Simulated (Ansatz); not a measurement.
**F2H2O2Si + SiH4O + HF: a complex and its separated parts**

The complex below is one end of an elementary step. How strongly is it bound against its free parts?

Computed with Ansatz 0.2.0, Gaussian basis. Level: PBE0-D4/def2-TZVP structures, single points in def2-TZVPP, no counterpoise correction.

Levels: SPW92, PBE-D4, BLYP-D4, r2SCAN-D4, B97M-V, PBE0-D4, B3LYP-D4, r2SCAN0-D4, BHLYP-D4, CAM-B3LYP-D4, wB97X-V, wB97M-V, B2PLYP, PBE-QIDH, RPA on PBE, Hartree-Fock, MP2, CCSD, CCSD(T).

Correlated methods freeze the cores. B3LYP uses VWN-RPA correlation. B2PLYP carries no dispersion term here.

113 further runs of the same task are left out: 113 set aside as unsound or not needed. Runs told in other sessions of the task aren't counted.

## 1. Starting geometry

The complex: 15 atoms, charge 0, spin multiplicity 1.

Atoms are counted from 1 here; the program's logs count them from 0.

Bond lengths: Si1–F4 1.580 Å, Si1–F5 1.573 Å, Si1–O6 1.583 Å, Si1–O8 1.651 Å, O2–Si3 1.656 Å, O2–H9 0.973 Å, Si3–H11 1.486 Å, Si3–H12 1.485 Å, Si3–H13 1.480 Å, O6–H14 0.985 Å, H7–F10 0.955 Å, O8–H15 0.960 Å. Angles: F4–Si1–F5 105.8°, F4–Si1–O6 114.9°, F4–Si1–O8 106.7°, F5–Si1–O6 110.0°, F5–Si1–O8 108.9°, O6–Si1–O8 110.3°, Si3–O2–H9 119.7°, O2–Si3–H11 110.7°, O2–Si3–H12 110.9°, O2–Si3–H13 105.6°, H11–Si3–H12 108.9°, H11–Si3–H13 110.3°, H12–Si3–H13 110.4°, Si1–O6–H14 121.9°, Si1–O8–H15 117.6°.

Coordinates:

```mol
F3H7O3Si2
  3D, bonds by distance, orders not assigned

 15 12  0  0  0  0  0  0  0  0999 V2000
   -1.2994    0.6213    1.8732 Si  0  0
    0.3093   -0.5485   -1.1880 O   0  0
    0.4335   -0.6151   -2.8380 Si  0  0
   -1.7003    2.1119    1.5380 F   0  0
   -2.1540    0.2217    3.1319 F   0  0
   -1.5430   -0.4146    0.7011 O   0  0
    1.4622   -0.0083    1.4300 H   0  0
    0.2968    0.6438    2.2959 O   0  0
    1.1149   -0.5700   -0.6429 H   0  0
    2.0877   -0.3792    0.8107 F   0  0
    1.2340    0.5260   -3.3518 H   0  0
    1.0719   -1.8844   -3.2709 H   0  0
   -0.9553   -0.5381   -3.3444 H   0  0
   -0.9385   -0.4739   -0.0744 H   0  0
    0.5801    1.3075    2.9295 H   0  0
  1  4  8  0
  1  5  8  0
  1  6  8  0
  1  8  8  0
  2  3  8  0
  2  9  8  0
  3 11  8  0
  3 12  8  0
  3 13  8  0
  6 14  8  0
  7 10  8  0
  8 15  8  0
M  END
```

Its parts: F2H2O2Si holds atoms 1, 4, 5, 6, 8, 14, 15; SiH4O holds atoms 2, 3, 9, 11, 12, 13; HF holds atoms 7, 10. Each part counts its atoms afresh in its own runs.

## 2. Relaxing F2H2O2Si alone

Input file relax-a/in.yaml:

```yaml
crystal:
  periodic: [false, false, false]
  atoms:
    - {symbol: Si, position_ang: [-1.299446, 0.621323, 1.873184]}
    - {symbol: F, position_ang: [-1.700295, 2.111903, 1.538020]}
    - {symbol: F, position_ang: [-2.154050, 0.221702, 3.131865]}
    - {symbol: O, position_ang: [-1.543006, -0.414645, 0.701126]}
    - {symbol: O, position_ang: [0.296828, 0.643794, 2.295892]}
    - {symbol: H, position_ang: [-0.938471, -0.473878, -0.074388]}
    - {symbol: H, position_ang: [0.580117, 1.307525, 2.929507]}
basis:
  gaussian: {orbitals: def2-TZVP}
hamiltonian: {xc: pbe0, dispersion: d4}
relax: {f_tol: 0.005, max_steps: 200}
```

Started as:

```bash
> ansatz run in.yaml --threads 4 --pin off --events-out ev --progress --plain --max-ram 41984MiB --backend cuda --devices 0, --max-vram 37GiB
```

Further steps of the session: Relaxing SiH4O alone; Relaxing HF alone; SPW92/def2-TZVPP; PBE-D4/def2-TZVPP; BLYP-D4/def2-TZVPP; r2SCAN-D4/def2-TZVPP; B97M-V/def2-TZVPP; PBE0-D4/def2-TZVPP; B3LYP-D4/def2-TZVPP; r2SCAN0-D4/def2-TZVPP; BHLYP-D4/def2-TZVPP; CAM-B3LYP-D4/def2-TZVPP; wB97X-V/def2-TZVPP; wB97M-V/def2-TZVPP; B2PLYP/def2-TZVPP; PBE-QIDH/def2-TZVPP; RPA on PBE/def2-TZVPP; CCSD(T)/def2-TZVPP; CCSD(T)/def2-QZVPP; Vibrations of F2H2O2Si; Vibrations of SiH4O; Vibrations of HF.

Q: Predict the outcome of this session. Wanted: complex less parts, CCSD(T)/def2-TZVPP; with zero-point energy; largest T1 diagnostic.

**Answer**, as computed:

| quantity | value |
| --- | --- |
| complex less parts, CCSD(T)/def2-TZVPP | -20.7 kcal/mol |
| with zero-point energy | -16.7 kcal/mol |
| largest T1 diagnostic | 0.011 |

In words: At CCSD(T) the complex lies 20.7 kcal/mol below its parts. B2PLYP is the best functional here (+0.2 kcal/mol from CCSD(T)); SPW92 is the worst (-14.2 kcal/mol). PBE-QIDH is as near within the digits shown. By rung, the mean size of the error is: LDA 14.2, GGA 3.6, meta-GGA 1.5, hybrid 2.4, range-separated hybrid 2.2, double hybrid 0.2 kcal/mol. The double hybrids carry no dispersion term here, unlike the levels marked D4 or V. PBE-D4 gives a relative energy 4.0 kcal/mol too low, outside chemical accuracy (1 kcal/mol). No counterpoise was applied, and triple zeta lacks some correlation, so the CCSD(T) reference has a basis error of its own, and close matches with it are partly luck.
